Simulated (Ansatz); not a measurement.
# GeH4 with SbH3: superposition error and deformation, part 2 of 3

Ansatz 0.2.0, Gaussian basis. Earlier steps stand in the parts before.

## Step 12: HSE06-D4/def2-TZVPPD

The inputs:

a/in.yaml

```yaml
crystal:
  periodic: [false, false, false]
  atoms:
    - {symbol: Ge, position_ang: [0.095761, -0.214550, -1.990319]}
    - {symbol: H, position_ang: [-1.185384, 0.605437, -2.185092]}
    - {symbol: H, position_ang: [1.255584, 0.719711, -1.622290]}
    - {symbol: H, position_ang: [0.431036, -0.967507, -3.284932]}
    - {symbol: H, position_ang: [-0.116115, -1.228722, -0.856031]}
basis:
  gaussian: {orbitals: "def2-TZVPPD.json"}
hamiltonian: {xc: hse06, dispersion: d4}
```

b/in.yaml

```yaml
crystal:
  periodic: [false, false, false]
  atoms:
    - {symbol: Sb, position_ang: [-0.327033, 0.714522, 1.958011]}
    - {symbol: H, position_ang: [1.212738, -0.016747, 2.045017]}
    - {symbol: H, position_ang: [-1.099098, -0.762359, 2.327253]}
    - {symbol: H, position_ang: [-0.267488, 1.150015, 3.608382]}
basis:
  gaussian: {orbitals: "def2-TZVPPD.json"}
hamiltonian: {xc: hse06, dispersion: d4}
```

The same command starts each run, in its folder.

Started as:

```console
$ ansatz run in.yaml --threads 4 --pin off --events-out ev --progress --plain --max-ram 9574MiB
```

Log of a (excerpt; [...] marks lines left out):

```text
Functional definition: HSE06
  name "HSE06"
  cite "Heyd, Scuseria & Ernzerhof, J. Chem. Phys. 118, 8207 (2003) doi:10.1063/1.1564060"
  cite "Krukau, Vydrov, Izmaylov & Scuseria, J. Chem. Phys. 125, 224106 (2006) doi:10.1063/1.2404663"
  cite "Heyd & Scuseria, J. Chem. Phys. 120, 7274 (2004) doi:10.1063/1.1668634"
  cite "Ernzerhof & Perdew, J. Chem. Phys. 109, 3313 (1998) doi:10.1063/1.476928"
[...]
662 factors; their error is unknown
67 factors; integrals over basis functions are off by at most 1.9e-6 eV
[...]
mean field -56575.71470838 eV, -2079.1191671362 hartree, gradient 5.3e-5 eV, S^2 0.000000; 0 other end points of the search recorded, 0 dependent functions left out
reference -56575.71474075 eV, -2079.1191683258 hartree; 18, 18 occupied and 104, 104 virtual orbitals, 662 factors
Total energy: -56575.74723828 eV, -2079.1203625878 hartree
```

Log of b (excerpt; [...] marks lines left out):

```text
[... 6 set-up lines as earlier in the session ...]
[...]
660 factors; their error is unknown
59 factors; integrals over basis functions are off by at most 6.0e-6 eV
[...]
mean field -6585.91859729 eV, -242.0280443544 hartree, gradient 1.1e-5 eV, S^2 0.000000; 0 other end points of the search recorded, 0 dependent functions left out
reference -6585.91863283 eV, -242.0280456605 hartree; 13, 13 occupied and 94, 94 virtual orbitals, 660 factors
Total energy: -6585.95045976 eV, -242.0292152787 hartree
```

Times: 0.7 s (a), 0.65 s (b) on 4 threads of AMD EPYC 7R43, shared host; peak memory 0.45 GiB.

## Step 13: CCSD(T)/def2-TZVPPD

Each input of step 12 (a, b) changes in the same lines:

```diff
-hamiltonian: {xc: hse06, dispersion: d4}
+correlation: {method: ccsd_t}
```

The same command starts each run, in its folder.

Started as:

```console
$ ansatz run in.yaml --threads 4 --pin off --events-out ev --progress --plain --max-ram 9574MiB
```

Log of a (excerpt; [...] marks lines left out):

```text
Functional definition: HF
  name "HF"
  cite "Fock, Z. Phys. 61, 126 (1930) doi:10.1007/BF01340294"
[... 1 set-up line as earlier in the session ...]
[...]
694 factors; integrals over basis functions are off by at most 5.0e-4 eV
[...]
mean field -56536.53883363 eV, -2077.6794802934 hartree, gradient 2.9e-6 eV, S^2 0.000000; 0 other end points of the search recorded, 0 dependent functions left out
9 core orbitals not correlated: weight in the atoms' cores, before any rotation towards them, 1.000 or more for the frozen orbitals, at most 0.000 for the correlated occupied ones
reference -56536.53883363 eV, -2077.6794802934 hartree; 9, 9 occupied and 104, 104 virtual orbitals, 694 factors
second order -7.64796305 eV of doubles, -0.00000000 eV of singles
cycle   1  -7.82815918 eV  change   -1.8e-1 eV  update   7.3e-2
[...]
cycle   8  -8.18964050 eV  change   -8.7e-6 eV  update   9.2e-6
perturbative correction -0.23374149 eV, -0.0085898411 hartree
Total energy: -56544.96221561 eV, -2077.9890338718 hartree
```

Log of b (excerpt; [...] marks lines left out):

```text
[... 4 set-up lines as earlier in the session ...]
[...]
764 factors; integrals over basis functions are off by at most 9.2e-4 eV
[...]
mean field -6557.41655746 eV, -240.9806137101 hartree, gradient 1.4e-6 eV, S^2 0.000000; 0 other end points of the search recorded, 0 dependent functions left out
4 core orbitals not correlated: weight in the atoms' cores, before any rotation towards them, 1.000 or more for the frozen orbitals, at most 0.000 for the correlated occupied ones
reference -6557.41655746 eV, -240.9806137101 hartree; 9, 9 occupied and 94, 94 virtual orbitals, 764 factors
second order -10.07191922 eV of doubles, -0.00000000 eV of singles
cycle   1  -10.02252941 eV  change    4.9e-2 eV  update   7.8e-2
[...]
cycle   9  -10.35591196 eV  change   -8.0e-7 eV  update   7.5e-6
perturbative correction -0.26832566 eV, -0.0098607861 hartree
Total energy: -6568.04079508 eV, -241.3710472413 hartree
```

They took 2.8 s (a), 2.4 s (b) on 4 threads of AMD EPYC 7R43, shared host; peak memory 0.53 GiB.

## Step 14: Relaxing GeH4 alone

The input, relax-a/in.yaml:

```yaml
crystal:
  periodic: [false, false, false]
  atoms:
    - {symbol: Ge, position_ang: [0.095761, -0.214550, -1.990319]}
    - {symbol: H, position_ang: [-1.185384, 0.605437, -2.185092]}
    - {symbol: H, position_ang: [1.255584, 0.719711, -1.622290]}
    - {symbol: H, position_ang: [0.431036, -0.967507, -3.284932]}
    - {symbol: H, position_ang: [-0.116115, -1.228722, -0.856031]}
basis:
  gaussian: {orbitals: def2-TZVP}
hamiltonian: {xc: pbe0, dispersion: d4}
relax: {f_tol: 0.005, max_steps: 200}
```

Started as:

```console
$ ansatz run in.yaml --threads 4 --pin off --events-out ev --progress --plain --max-ram 9574MiB
```

Standard output (excerpt; [...] marks lines left out):

```text
[... 5 set-up lines as earlier in the session ...]
[...]
577 factors; their error is unknown
[...]
mean field -56575.69339122 eV, -2079.1183837450 hartree, gradient 5.7e-5 eV, S^2 0.000000; 0 other end points of the search recorded, 0 dependent functions left out
[...]
Atom 1 at    -1.183831     0.605210    -2.186558 Å, force    -0.000122     0.000045     0.000020 eV/Å
Atom 2 at     1.255137     0.720442    -1.624427 Å, force     0.000047    -0.000008     0.000060 eV/Å
Atom 3 at     0.430549    -0.964630    -3.285289 Å, force     0.000007    -0.000060     0.000040 eV/Å
Atom 4 at    -0.117150    -1.229519    -0.854664 Å, force     0.000053     0.000133    -0.000171 eV/Å
Dipole moment:     0.000001    -0.000005     0.000006 e Å
```

Wall time 1.4 s (4 threads of AMD EPYC 7R43, shared host); peak memory 0.45 GiB.

Step by step:

| step | energy from step 1 (eV) | largest force component (eV/Å) |
| --- | --- | --- |
| 1 | 0.0000 | 0.0537 |
| 2 | -0.0001 | 0.0080 |
| 3 | -0.0001 | 0.0002 |

Distances of close pairs at the start and the end, largest changes first:

| bond | before (Å) | after (Å) | change (Å) |
| --- | --- | --- | --- |
| Ge1–H5 | 1.536 | 1.534 | -0.002 |
| Ge1–H2 | 1.534 | 1.534 | +0.001 |
| Ge1–H4 | 1.535 | 1.534 | -0.000 |
| Ge1–H3 | 1.534 | 1.534 | +0.000 |

## Step 15: Relaxing SbH3 alone

The input, relax-b/in.yaml:

```yaml
crystal:
  periodic: [false, false, false]
  atoms:
    - {symbol: Sb, position_ang: [-0.327033, 0.714522, 1.958011]}
    - {symbol: H, position_ang: [1.212738, -0.016747, 2.045017]}
    - {symbol: H, position_ang: [-1.099098, -0.762359, 2.327253]}
    - {symbol: H, position_ang: [-0.267488, 1.150015, 3.608382]}
basis:
  gaussian: {orbitals: def2-TZVP}
hamiltonian: {xc: pbe0, dispersion: d4}
relax: {f_tol: 0.005, max_steps: 200}
```

Started as:

```console
$ ansatz run in.yaml --threads 4 --pin off --events-out ev --progress --plain --max-ram 9574MiB
```

Standard output (excerpt; [...] marks lines left out):

```text
[... 5 set-up lines as earlier in the session ...]
[...]
573 factors; their error is unknown
[...]
mean field -6585.96915544 eV, -242.0299023323 hartree, gradient 1.5e-5 eV, S^2 0.000000; 0 other end points of the search recorded, 0 dependent functions left out
[...]
Total energy: -6586.00357455 eV, -242.0311672111 hartree
Atom 0 at    -0.327744     0.715568     1.956775 Å, force    -0.001580     0.002436    -0.002504 eV/Å
Atom 1 at     1.212274    -0.016512     2.046327 Å, force    -0.000868     0.000494     0.002832 eV/Å
Atom 2 at    -1.098671    -0.762055     2.328039 Å, force     0.000788     0.000473     0.001666 eV/Å
Atom 3 at    -0.266740     1.148431     3.607521 Å, force     0.001660    -0.003403    -0.001993 eV/Å
Dipole moment:    -0.018642     0.040009    -0.047474 e Å
```

Run time: 1.8 s. Hardware: 4 threads of AMD EPYC 7R43, shared host; peak memory 0.45 GiB.

Step by step:

| step | energy from step 1 (eV) | largest force component (eV/Å) |
| --- | --- | --- |
| 1 | 0.0000 | 0.0212 |
| 2 | 0.0001 | 0.0213 |
| 3 | 0.0001 | 0.0456 |
| 4 | -0.0001 | 0.0034 |

Close pairs (by a distance rule), those that changed most:

| bond | before (Å) | after (Å) | change (Å) |
| --- | --- | --- | --- |
| Sb1–H2 | 1.707 | 1.708 | +0.001 |
| Sb1–H3 | 1.707 | 1.707 | +0.001 |
| Sb1–H4 | 1.708 | 1.708 | -0.000 |

## Step 16: PBE-D4/def2-TZVPPD

The input, free-a/in.yaml:

```yaml
crystal:
  periodic: [false, false, false]
  atoms:
    - {symbol: Ge, position_ang: [0.096178, -0.217133, -1.987726]}
    - {symbol: H, position_ang: [-1.183831, 0.605210, -2.186558]}
    - {symbol: H, position_ang: [1.255137, 0.720442, -1.624427]}
    - {symbol: H, position_ang: [0.430549, -0.964630, -3.285289]}
    - {symbol: H, position_ang: [-0.117150, -1.229519, -0.854664]}
basis:
  gaussian: {orbitals: "def2-TZVPPD.json"}
hamiltonian: {xc: pbe, dispersion: d4}
```

The input, free-b/in.yaml:

```yaml
crystal:
  periodic: [false, false, false]
  atoms:
    - {symbol: Sb, position_ang: [-0.327744, 0.715568, 1.956775]}
    - {symbol: H, position_ang: [1.212274, -0.016512, 2.046327]}
    - {symbol: H, position_ang: [-1.098671, -0.762055, 2.328039]}
    - {symbol: H, position_ang: [-0.266740, 1.148431, 3.607521]}
basis:
  gaussian: {orbitals: "def2-TZVPPD.json"}
hamiltonian: {xc: pbe, dispersion: d4}
```

One command serves all of them, each in its own folder.

Started as:

```console
$ ansatz run in.yaml --threads 4 --pin off --events-out ev --progress --plain --max-ram 9574MiB
```

Output in free-a (excerpt; [...] marks lines left out):

```text
[... 4 set-up lines as earlier in the session ...]
[...]
609 factors; their error is unknown
[...]
mean field -56574.06829374 eV, -2079.0586625142 hartree, gradient 6.3e-5 eV, S^2 0.000000; 0 other end points of the search recorded, 0 dependent functions left out
reference -56574.06832487 eV, -2079.0586636582 hartree; 18, 18 occupied and 104, 104 virtual orbitals, 609 factors
Total energy: -56574.11130978 eV, -2079.0602433244 hartree
```

Output in free-b (excerpt; [...] marks lines left out):

```text
[... 4 set-up lines as earlier in the session ...]
[...]
590 factors; their error is unknown
[...]
mean field -6585.59094422 eV, -242.0160033263 hartree, gradient 1.3e-5 eV, S^2 0.000000; 0 other end points of the search recorded, 0 dependent functions left out
reference -6585.59098058 eV, -242.0160046626 hartree; 13, 13 occupied and 94, 94 virtual orbitals, 590 factors
Total energy: -6585.63282743 eV, -242.0175425057 hartree
```

Times: 0.45 s (free-a), 0.45 s (free-b) on 4 threads of AMD EPYC 7R43, shared host; peak memory 0.45 GiB.

## Step 17: r2SCAN-D4/def2-TZVPPD

Each input of step 16 (free-a, free-b) changes in the same lines:

```diff
-hamiltonian: {xc: pbe, dispersion: d4}
+hamiltonian: {xc: r2scan, dispersion: d4}
```

One command serves all of them, each in its own folder.

Started as:

```console
$ ansatz run in.yaml --threads 4 --pin off --events-out ev --progress --plain --max-ram 9574MiB
```

Output in free-a (excerpt; [...] marks lines left out):

```text
[... 5 set-up lines as earlier in the session ...]
[...]
609 factors; their error is unknown
[...]
mean field -56582.67390310 eV, -2079.3749128249 hartree, gradient 1.4e-5 eV, S^2 0.000000; 0 other end points of the search recorded, 0 dependent functions left out
reference -56582.67391197 eV, -2079.3749131509 hartree; 18, 18 occupied and 104, 104 virtual orbitals, 609 factors
Total energy: -56582.68349091 eV, -2079.3752651705 hartree
```

Output in free-b (excerpt; [...] marks lines left out):

```text
[... 5 set-up lines as earlier in the session ...]
[...]
590 factors; their error is unknown
[...]
mean field -6588.41709793 eV, -242.1198625595 hartree, gradient 2.1e-5 eV, S^2 0.000000; 0 other end points of the search recorded, 0 dependent functions left out
reference -6588.41710898 eV, -242.1198629656 hartree; 13, 13 occupied and 94, 94 virtual orbitals, 590 factors
Total energy: -6588.42602355 eV, -242.1201905698 hartree
```

Wall times: 1 s (free-a), 0.8 s (free-b) on 4 threads of AMD EPYC 7R43, shared host; peak memory 0.45 GiB.

## Step 18: PBE0-D4/def2-TZVPPD

The same edit goes into each in.yaml of step 17 (free-a, free-b):

```diff
-hamiltonian: {xc: r2scan, dispersion: d4}
+hamiltonian: {xc: pbe0, dispersion: d4}
+output: {orbitals: {seedname: orbitals}}
```

One command serves all of them, each in its own folder.

Started as:

```console
$ ansatz run in.yaml --threads 4 --pin off --events-out ev --progress --plain --max-ram 9574MiB
```

free-a printed (excerpt; [...] marks lines left out):

```text
[... 5 set-up lines as earlier in the session ...]
[...]
662 factors; their error is unknown
[...]
mean field -56575.72567545 eV, -2079.1195701686 hartree, gradient 5.1e-5 eV, S^2 0.000000; 0 other end points of the search recorded, 0 dependent functions left out
reference -56575.72569974 eV, -2079.1195710614 hartree; 18, 18 occupied and 104, 104 virtual orbitals, 662 factors
Total energy: -56575.76095511 eV, -2079.1208666721 hartree
```

Log of free-b (excerpt; [...] marks lines left out):

```text
[... 5 set-up lines as earlier in the session ...]
[...]
660 factors; their error is unknown
[...]
mean field -6585.98575693 eV, -242.0305124258 hartree, gradient 6.8e-5 eV, S^2 0.000000; 0 other end points of the search recorded, 0 dependent functions left out
reference -6585.98578367 eV, -242.0305134083 hartree; 13, 13 occupied and 94, 94 virtual orbitals, 660 factors
Total energy: -6586.02012657 eV, -242.0317754865 hartree
```

Wall times: 0.6 s (free-a), 0.5 s (free-b) on 4 threads of AMD EPYC 7R43, shared host; peak memory 0.45 GiB.

## Step 19: B3LYP-D4/def2-TZVPPD

Each input of step 18 (free-a, free-b) changes in the same lines:

```diff
-hamiltonian: {xc: pbe0, dispersion: d4}
-output: {orbitals: {seedname: orbitals}}
+hamiltonian: {xc: {name: B3LYP}, dispersion: d4}
```

One command serves all of them, each in its own folder.

Started as:

```console
$ ansatz run in.yaml --threads 4 --pin off --events-out ev --progress --plain --max-ram 9574MiB
```

Output in free-a (excerpt; [...] marks lines left out):

```text
[... 6 set-up lines as earlier in the session ...]
[...]
650 factors; their error is unknown
[...]
mean field -56584.52628353 eV, -2079.4429865502 hartree, gradient 1.2e-5 eV, S^2 0.000000; 0 other end points of the search recorded, 0 dependent functions left out
reference -56584.52649120 eV, -2079.4429941820 hartree; 18, 18 occupied and 104, 104 virtual orbitals, 650 factors
Total energy: -56584.59646656 eV, -2079.4455657291 hartree
```

free-b printed (excerpt; [...] marks lines left out):

```text
[... 6 set-up lines as earlier in the session ...]
[...]
660 factors; their error is unknown
[...]
mean field -6588.38585451 eV, -242.1187143849 hartree, gradient 1.4e-5 eV, S^2 0.000000; 0 other end points of the search recorded, 0 dependent functions left out
reference -6588.38606298 eV, -242.1187220459 hartree; 13, 13 occupied and 94, 94 virtual orbitals, 660 factors
Total energy: -6588.45491579 eV, -242.1212523401 hartree
```

They took 0.7 s (free-a), 0.55 s (free-b) on 4 threads of AMD EPYC 7R43, shared host; peak memory 0.45 GiB.

## Step 20: wB97X-V/def2-TZVPPD

Each input of step 19 (free-a, free-b) changes in the same lines:

```diff
-hamiltonian: {xc: {name: B3LYP}, dispersion: d4}
+hamiltonian: {xc: {name: wB97X-V}}
```

The same command starts each run, in its folder.

Started as:

```console
$ ansatz run in.yaml --threads 4 --pin off --events-out ev --progress --plain --max-ram 9574MiB
```

Output in free-a (excerpt; [...] marks lines left out):

```text
[... 5 set-up lines as earlier in the session ...]
[...]
      + integral(e_c_pw_opposite_spin*poly(b97_u_opposite, cos0, cos1)) + vv10(b, c)
650 factors; their error is unknown
180 factors; integrals over basis functions are off by at most 1.2e-5 eV
[...]
mean field -56577.85093991 eV, -2079.1976721969 hartree, gradient 1.8e-5 eV, S^2 0.000000; 0 other end points of the search recorded, 0 dependent functions left out
reference -56577.85093836 eV, -2079.1976721400 hartree; 18, 18 occupied and 104, 104 virtual orbitals, 650 factors
Total energy: -56577.85093836 eV, -2079.1976721400 hartree
```

Log of free-b (excerpt; [...] marks lines left out):

```text
[... 5 set-up lines as earlier in the session ...]
[...]
      + integral(e_c_pw_opposite_spin*poly(b97_u_opposite, cos0, cos1)) + vv10(b, c)
647 factors; their error is unknown
188 factors; integrals over basis functions are off by at most 2.1e-5 eV
[...]
mean field -6585.39303080 eV, -242.0087301420 hartree, gradient 5.9e-5 eV, S^2 0.000000; 0 other end points of the search recorded, 0 dependent functions left out
reference -6585.39302901 eV, -242.0087300764 hartree; 13, 13 occupied and 94, 94 virtual orbitals, 647 factors
Total energy: -6585.39302901 eV, -242.0087300764 hartree
```

They took 1.7 s (free-a), 1.3 s (free-b) on 4 threads of AMD EPYC 7R43, shared host; peak memory 0.45 GiB.

## Step 21: wB97M-V/def2-TZVPPD

Each input of step 20 (free-a, free-b) changes in the same lines:

```diff
-hamiltonian: {xc: {name: wB97X-V}}
+hamiltonian: {xc: {name: wB97M-V}}
```

The same command starts each run, in its folder.

Started as:

```console
$ ansatz run in.yaml --threads 4 --pin off --events-out ev --progress --plain --max-ram 9574MiB
```

Output in free-a (excerpt; [...] marks lines left out):

```text
[... 5 set-up lines as earlier in the session ...]
  # Of w^i u^j: cxij and so on, Table III.
[...]
  gx(w, u) = 1 - cx + cx01*u + cx10*w
[...]
      + integral(e_c_pw_mod_opposite_spin*gos(b97_w_opposite, b97_u_opposite)) + vv10(b, c)
650 factors; their error is unknown
180 factors; integrals over basis functions are off by at most 1.2e-5 eV
[...]
mean field -56579.32492014 eV, -2079.2518399711 hartree, gradient 8.3e-6 eV, S^2 0.000000; 0 other end points of the search recorded, 0 dependent functions left out
reference -56579.32495846 eV, -2079.2518413793 hartree; 18, 18 occupied and 104, 104 virtual orbitals, 650 factors
Total energy: -56579.32495846 eV, -2079.2518413793 hartree
```

Log of free-b (excerpt; [...] marks lines left out):

```text
[... 5 set-up lines as earlier in the session ...]
  # Of w^i u^j: cxij and so on, Table III.
[...]
  gx(w, u) = 1 - cx + cx01*u + cx10*w
[...]
      + integral(e_c_pw_mod_opposite_spin*gos(b97_w_opposite, b97_u_opposite)) + vv10(b, c)
640 factors; their error is unknown
188 factors; integrals over basis functions are off by at most 2.1e-5 eV
[...]
mean field -6584.47431065 eV, -241.9749677995 hartree, gradient 3.0e-5 eV, S^2 0.000000; 0 other end points of the search recorded, 0 dependent functions left out
reference -6584.47435501 eV, -241.9749694294 hartree; 13, 13 occupied and 94, 94 virtual orbitals, 640 factors
Total energy: -6584.47435501 eV, -241.9749694294 hartree
```

They took 1.8 s (free-a), 1.5 s (free-b) on 4 threads of AMD EPYC 7R43, shared host; peak memory 0.45 GiB.

## Step 22: B2PLYP/def2-TZVPPD

Each input of step 21 (free-a, free-b) changes in the same lines:

```diff
-hamiltonian: {xc: {name: wB97M-V}}
+hamiltonian: {xc: {name: B2PLYP}}
```

One command serves all of them, each in its own folder.

Started as:

```console
$ ansatz run in.yaml --threads 4 --pin off --events-out ev --progress --plain --max-ram 9574MiB
```

Log of free-a (excerpt; [...] marks lines left out):

```text
[... 5 set-up lines as earlier in the session ...]
[...]
694 factors; integrals over basis functions are off by at most 6.7e-4 eV
[...]
mean field -56570.31353076 eV, -2078.9206775196 hartree, gradient 6.6e-6 eV, S^2 0.000000; 0 other end points of the search recorded, 0 dependent functions left out
9 core orbitals not correlated: weight in the atoms' cores, before any rotation towards them, 1.000 or more for the frozen orbitals, at most 0.000 for the correlated occupied ones
reference -56570.31366468 eV, -2078.9206824412 hartree; 9, 9 occupied and 104, 104 virtual orbitals, 694 factors
second order -9.30353567 eV of doubles, -0.00000000 eV of singles
Total energy: -56572.82561931 eV, -2079.0129950712 hartree
```

free-b printed (excerpt; [...] marks lines left out):

```text
[... 5 set-up lines as earlier in the session ...]
[...]
764 factors; integrals over basis functions are off by at most 9.2e-4 eV
[...]
mean field -6576.87542324 eV, -241.6957138379 hartree, gradient 1.2e-6 eV, S^2 0.000000; 0 other end points of the search recorded, 0 dependent functions left out
4 core orbitals not correlated: weight in the atoms' cores, before any rotation towards them, 1.000 or more for the frozen orbitals, at most 0.000 for the correlated occupied ones
reference -6576.87555388 eV, -241.6957186386 hartree; 9, 9 occupied and 94, 94 virtual orbitals, 764 factors
second order -11.97043586 eV of doubles, -0.00000000 eV of singles
Total energy: -6580.10757156 eV, -241.8144930977 hartree
```

Wall times: 1 s (free-a), 0.95 s (free-b) on 4 threads of AMD EPYC 7R43, shared host; peak memory 0.45 GiB.

## Step 23: BLYP-D4/def2-TZVPPD

Each input of step 22 (free-a, free-b) changes in the same lines:

```diff
-hamiltonian: {xc: {name: B2PLYP}}
+hamiltonian: {xc: {name: BLYP}, dispersion: d4}
```

The same command starts each run, in its folder.

Started as:

```console
$ ansatz run in.yaml --threads 4 --pin off --events-out ev --progress --plain --max-ram 9574MiB
```

free-a printed (excerpt; [...] marks lines left out):

```text
[... 4 set-up lines as earlier in the session ...]
[...]
609 factors; their error is unknown
[...]
mean field -56584.23866451 eV, -2079.4324167463 hartree, gradient 7.5e-5 eV, S^2 0.000000; 0 other end points of the search recorded, 0 dependent functions left out
reference -56584.23893327 eV, -2079.4324266230 hartree; 18, 18 occupied and 104, 104 virtual orbitals, 609 factors
Total energy: -56584.33773466 eV, -2079.4360575073 hartree
```

Output in free-b (excerpt; [...] marks lines left out):

```text
[... 4 set-up lines as earlier in the session ...]
[...]
590 factors; their error is unknown
[...]
mean field -6584.43699749 eV, -241.9735965661 hartree, gradient 2.2e-5 eV, S^2 0.000000; 0 other end points of the search recorded, 0 dependent functions left out
reference -6584.43727983 eV, -241.9736069420 hartree; 13, 13 occupied and 94, 94 virtual orbitals, 590 factors
Total energy: -6584.53345859 eV, -241.9771414460 hartree
```

Times: 0.5 s (free-a), 0.5 s (free-b) on 4 threads of AMD EPYC 7R43, shared host; peak memory 0.45 GiB.

[end of part 2 of 3]
